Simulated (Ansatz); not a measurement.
# SiGeH4 (triplet): from Hartree-Fock to the top rungs at distance Ge1–H5 along a hydrogen transfer = 1.910 Å, cc-pVDZ

One table from this session's results is given with a row withheld; the runs are named, their logs left out.

Method: cc-pVDZ, core rule «outside noble gas», up to 19 orbitals frozen; program: Ansatz 0.2.0, Gaussian basis.

Plan: UHF; CCSD(T) on ROHF; CCSD(T) on UHF; BCCD(T) on ROHF; CISD; CCSDT(Q) on ROHF; CCSDT(Q) on UHF; CASSCF and MRCISD+Q, 4 electrons in 4 orbitals; CASSCF and NEVPT2, 4 electrons in 4 orbitals.

9 further runs of the same task are left out: 7 that didn't finish, 2 set aside as unsound or not needed.

## The system

The geometry derives from fragments relaxed apart (PBE0/def2-TZVP) and kept rigid, so it is no stationary point. A hydrogen atom is moved between rigid fragments. No spin-orbit coupling is included. The filled d shell of Ge may be among the frozen orbitals whatever the setting's name suggests; the logs give the count.

6 atoms, charge 0, spin multiplicity 3.

Atoms are counted from 1 here; the program's logs count them from 0.

Bond lengths: Ge1–H2 1.534 Å, Ge1–H3 1.534 Å, Ge1–H4 1.534 Å, Ge1–H5 1.910 Å, H5–Si6 1.503 Å. Angles: H2–Ge1–H3 109.5°, H2–Ge1–H4 109.5°, H2–Ge1–H5 109.5°, H3–Ge1–H4 109.5°, H3–Ge1–H5 109.5°, H4–Ge1–H5 109.5°, Ge1–H5–Si6 180.0°.

Set-up of the first run:

File in.yaml:

```yaml
crystal:
  periodic: [false, false, false]
  atoms:
    - {symbol: Ge, position_ang: [-0.918642, 0.000000, 0.000000]}
    - {symbol: H, position_ang: [-1.430092, 1.446599, 0.000000]}
    - {symbol: H, position_ang: [-1.430092, -0.723300, 1.252792]}
    - {symbol: H, position_ang: [-1.430092, -0.723299, -1.252792]}
    - {symbol: H, position_ang: [0.991358, 0.000000, 0.000000]}
    - {symbol: Si, position_ang: [2.494358, 0.000000, 0.000000]}
basis:
  gaussian: {orbitals: cc-pVDZ}
magnetization: {spin_polarized: true, initial_magnetization: 2}
hamiltonian: {xc: hf}
output: {orbitals: {seedname: orbitals}}
```

Run with:

```bash
ansatz run in.yaml --threads 1 --pin off --events-out ev --progress --plain --max-ram 2393MiB
```

Steps of the session up to this table: UHF; CCSD(T) on ROHF; CCSD(T) on UHF; BCCD(T) on ROHF; CISD; CCSDT(Q) on ROHF; CCSDT(Q) on UHF; CASSCF and MRCISD+Q, 4 electrons in 4 orbitals; CASSCF and NEVPT2, 4 electrons in 4 orbitals.

One of the session's tables, all rows but one given; the rest of the session is left out.

| method | from UCCSDT(Q) (meV) |
| --- | --- |
| ROHF | +6330.4 |
| UHF | +6178.2 |
| RMP2 | +1490.2 |
| UMP2 | +1483.7 |
| CISD | +784.4 |
| RCCSD | +219.6 |
| UCCSD | +214.6 |
| RCCSD(T) | +50.9 |
| UCCSD(T) | +49.9 |
| BCCD(T) | +49.9 |
| RCCSDT | +9.1 |
| UCCSDT | +8.7 |
| RCCSDT(Q) | +0.6 |
| UCCSDT(Q) | 0 |
| CASSCF pair | +5862.5 |
| NEVPT2 pair | +1501.5 |
| MRCISD pair | +682.9 |
| MRCISD+Q pair | ? |

Q: Estimate the row for MRCISD+Q pair from the others.

The run gave: from UCCSDT(Q) (meV): +38.3. In the column «from UCCSDT(Q) (meV)» it lies between RCCSDT (+9.1) and UCCSD(T) (+49.9).

Caveats from the session: Restricted and unrestricted rows rest on different reference determinants; where their highest levels disagree by more than a few hundredths of an eV, they describe different states and don't form one ladder.
